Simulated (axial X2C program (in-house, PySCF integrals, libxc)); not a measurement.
# A two-component session on Ge₂: properties at the nuclei

Wanted for Ge₂: properties at the nuclei, at the two-component level.

The runs use an in-house X2C program for linear molecules on PySCF integrals; two-component X2C with atomic mean-field terms, Ge dyall-cv3z.

All values are calculated.

**1. Set-up**

task.json reads:

```json
{"zs": [32, 32], "q": 0, "bas": ["dyall-cv3z", "dyall-cv3z"], "r0": 2.42, "levels": ["PBE0", "HF", "BHandHLYP", "BP86", "TPSSh"], "nst": 3}
```

Keys: zs atomic numbers; q charge; bas basis sets; r0 starting distance in Å; levels methods (HF also brings MP2); nst determinants followed.

On the command line:

```bash
python soeom.py task.json out
```

The runs that follow: Expectation values, lowest determinant; Expectation values, a higher determinant; Expectation values, a higher determinant.

Before running it: what results should come out? Wanted: lowest determinant; A∥/gI Ge; qzz Ge; higher determinant (for each run or level that gives them).

As calculated:

| quantity | value |
| --- | --- |
| lowest determinant | Ω = 1 (excess of +ω over −ω: ω = -1/2, ω = 3/2) |
| A∥/gI Ge (MHz), PBE0 | -216 |
| qzz Ge (a.u.), PBE0 | -4.43 |
| higher determinant | Ω = 2 (excess of +ω over −ω: ω = 1/2, ω = 3/2) |
| A∥/gI Ge (MHz), PBE0, higher determinant | 133 |
| qzz Ge (a.u.), PBE0, higher determinant | -0.26 |
| higher determinant | Ω = 0 (closed shell) |
| qzz Ge (a.u.), PBE0, higher determinant | -4.37 |

What this shows: The expectation values come from single determinants, which for open shells can mix terms of unlike spin or miss the lowest Ω, so a determinant need not be a state. A∥ is the parallel hyperfine constant, which follows by multiplying with the nuclear g factor gI = μI/(I μN); qzz is the electric field gradient, eQq0 = 234.96 MHz × Q/barn × qzz. The operators were transformed with the bare-nucleus X2C matrices.
